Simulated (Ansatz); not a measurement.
**CH8BFSi2: a ladder of functionals and wavefunction methods**

The task here is to estimate one member of a computed series from the others.

Method: functionals in def2-TZVPP, the program's frozen cores in correlated methods; program: Ansatz 0.2.0, Gaussian basis.

Plan: LDA (SPW92), PBE-D4, revPBE-D4, BLYP-D4, r2SCAN-D4, B97M-V, PBE0-D4, B3LYP-D4, r2SCANh-D4, r2SCAN0-D4, HSE06-D4, BHLYP-D4, CAM-B3LYP-D4, LC-ωPBE, ωB97X-V, ωB97M-V, B2PLYP, PBE-QIDH; CCSD(T)/def2-SVP; CCSD(T)/def2-TZVPP; MP2/def2-QZVPP; extrapolation to the limit; RPA on PBE.

### The geometry

The geometry comes from an earlier relaxation with PBE0-D4 in a triple-zeta def2 set; it is a stationary point, not always the lowest conformer.

13 atoms, charge 0, spin multiplicity 1.

Atoms are counted from 1 here; the program's logs count them from 0.

Bond lengths: B1–C2 1.536 Å, B1–H6 1.196 Å, B1–H7 1.199 Å, C2–Si3 1.892 Å, C2–Si4 1.861 Å, C2–H8 1.095 Å, Si3–H9 1.483 Å, Si3–H10 1.490 Å, Si3–H11 1.484 Å, Si4–F5 1.603 Å, Si4–H12 1.482 Å, Si4–H13 1.483 Å. Angles: C2–B1–H6 121.7°, C2–B1–H7 119.6°, H6–B1–H7 118.8°, B1–C2–Si3 109.6°, B1–C2–Si4 110.0°, B1–C2–H8 114.5°, Si3–C2–Si4 103.9°, Si3–C2–H8 107.9°, Si4–C2–H8 110.4°, C2–Si3–H9 110.6°, C2–Si3–H10 109.8°, C2–Si3–H11 109.5°, H9–Si3–H10 108.6°, H9–Si3–H11 109.7°, H10–Si3–H11 108.6°, C2–Si4–F5 110.5°, C2–Si4–H12 110.4°, C2–Si4–H13 110.0° and more.

Set-up of the first run:

Input file in.yaml:

```yaml
crystal:
  periodic: [false, false, false]
  atoms:
    - {symbol: B, position_ang: [-1.511716, 0.655749, -0.453166]}
    - {symbol: C, position_ang: [-0.168706, -0.072692, -0.610032]}
    - {symbol: Si, position_ang: [-0.087300, -1.523642, 0.600874]}
    - {symbol: Si, position_ang: [1.223953, 1.036816, -0.070053]}
    - {symbol: F, position_ang: [1.072670, 2.489529, -0.729993]}
    - {symbol: H, position_ang: [-2.299734, 0.719624, -1.350630]}
    - {symbol: H, position_ang: [-1.785096, 1.174081, 0.593383]}
    - {symbol: H, position_ang: [0.022261, -0.462556, -1.614891]}
    - {symbol: H, position_ang: [-0.769959, -1.181050, 1.872601]}
    - {symbol: H, position_ang: [1.335607, -1.852784, 0.898196]}
    - {symbol: H, position_ang: [-0.730374, -2.714882, -0.007642]}
    - {symbol: H, position_ang: [2.526151, 0.487836, -0.516496]}
    - {symbol: H, position_ang: [1.192742, 1.209271, 1.402751]}
basis:
  gaussian: {orbitals: def2-TZVPP}
hamiltonian: {xc: lda}
output: {orbitals: {seedname: orbitals}}
```

Steps of the session up to this table: LDA; PBE-D4 (GGA); revPBE-D4 (GGA); BLYP-D4 (GGA); r2SCAN-D4 (meta-GGA); B97M-V (meta-GGA); PBE0-D4 (hybrid); B3LYP-D4 (hybrid); r2SCANh-D4 (hybrid); r2SCAN0-D4 (hybrid); HSE06-D4 (hybrid); BHLYP-D4 (hybrid); CAM-B3LYP-D4 (range-separated); LC-ωPBE (range-separated); ωB97X-V (range-separated); ωB97M-V (range-separated); B2PLYP (double hybrid); PBE-QIDH (double hybrid).

One of the session's tables, all rows but one given; the rest of the session is left out.

It belongs to the step «Orbital energies across the functionals». 

```
  functional  HOMO (eV)  LUMO (eV)  gap (eV)
 LDA (SPW92)      -7.51      -2.83      4.68
      PBE-D4          ?          ?         ?
   revPBE-D4      -7.45      -2.42      5.04
     BLYP-D4      -7.40      -2.37      5.03
   r2SCAN-D4      -7.78      -2.19      5.59
      B97M-V      -7.94      -2.35      5.59
     PBE0-D4      -8.79      -1.57      7.22
    B3LYP-D4      -8.61      -1.77      6.83
  r2SCANh-D4      -8.26      -1.85      6.40
  r2SCAN0-D4      -8.98      -1.37      7.61
    HSE06-D4      -8.39      -1.95      6.43
    BHLYP-D4     -10.04      -0.54      9.50
CAM-B3LYP-D4     -10.18      -0.48      9.70
     LC-ωPBE     -11.51       0.70     12.20
     ωB97X-V     -11.18       0.58     11.76
     ωB97M-V     -11.02       0.31     11.33
```

Q: Estimate the row for PBE-D4 from the others.

As computed: HOMO (eV): -7.48; LUMO (eV): -2.54; gap (eV): 4.94. In the column «HOMO (eV)» it lies between LDA (SPW92) (-7.51) and revPBE-D4 (-7.45).
